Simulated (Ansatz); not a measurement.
# CH4S2Sn: the cost of one run

The runs use Ansatz 0.2.0, Gaussian basis; functionals in def2-TZVPP, the program's frozen cores in correlated methods.

Plan: PBE-D4, r2SCAN-D4, PBE0-D4, B3LYP-D4, ωB97X-V, ωB97M-V, B2PLYP; CCSD(T)/def2-TZVPP; CCSD(T)/def2-QZVPP; extrapolation to the limit.

### Step 1. The relaxed structure

The geometry comes from an earlier relaxation with PBE0-D4 in a triple-zeta def2 set; it is a stationary point, not always the lowest conformer. Sn takes the def2 core potential; no spin-orbit term is included.

SMILES `C[S][Sn][SH]`, 8 atoms, charge 0, spin multiplicity 1.

Atoms are counted from 1 here; the program's logs count them from 0.

Bond lengths: C1–S2 1.812 Å, C1–H5 1.090 Å, C1–H6 1.090 Å, C1–H7 1.090 Å, S2–Sn3 2.415 Å, Sn3–S4 2.438 Å, S4–H8 1.343 Å. Angles: S2–C1–H5 107.1°, S2–C1–H6 111.0°, S2–C1–H7 111.0°, H5–C1–H6 109.1°, H5–C1–H7 109.1°, H6–C1–H7 109.4°, C1–S2–Sn3 107.7°, S2–Sn3–S4 95.5°, Sn3–S4–H8 92.6°.

### Step 2. PBE-D4 (GGA)

File in.yaml:

```yaml
crystal:
  periodic: [false, false, false]
  atoms:
    - {symbol: C, position_ang: [-1.122671, -0.487678, 0.606828]}
    - {symbol: S, position_ang: [0.337121, -1.534956, 0.844045]}
    - {symbol: Sn, position_ang: [2.186142, -0.488852, -0.304238]}
    - {symbol: S, position_ang: [0.907823, 1.421112, -1.117044]}
    - {symbol: H, position_ang: [-1.950243, -0.968287, 1.128877]}
    - {symbol: H, position_ang: [-1.370748, -0.398240, -0.450333]}
    - {symbol: H, position_ang: [-0.963273, 0.504880, 1.027235]}
    - {symbol: H, position_ang: [1.975859, 1.952022, -1.735371]}
basis:
  gaussian: {orbitals: def2-TZVPP}
hamiltonian: {xc: pbe, dispersion: d4}
output: {forces: true, orbitals: {seedname: orbitals}}
```

Started as:

```
$ ansatz run in.yaml --threads 2 --pin off --events-out ev --progress --plain --max-ram 32768MiB --backend cpu
```

What time and memory should one allow on 2 threads of AMD EPYC 7R13, shared host?

About 3.8 s, with a peak of 0.32 GiB.
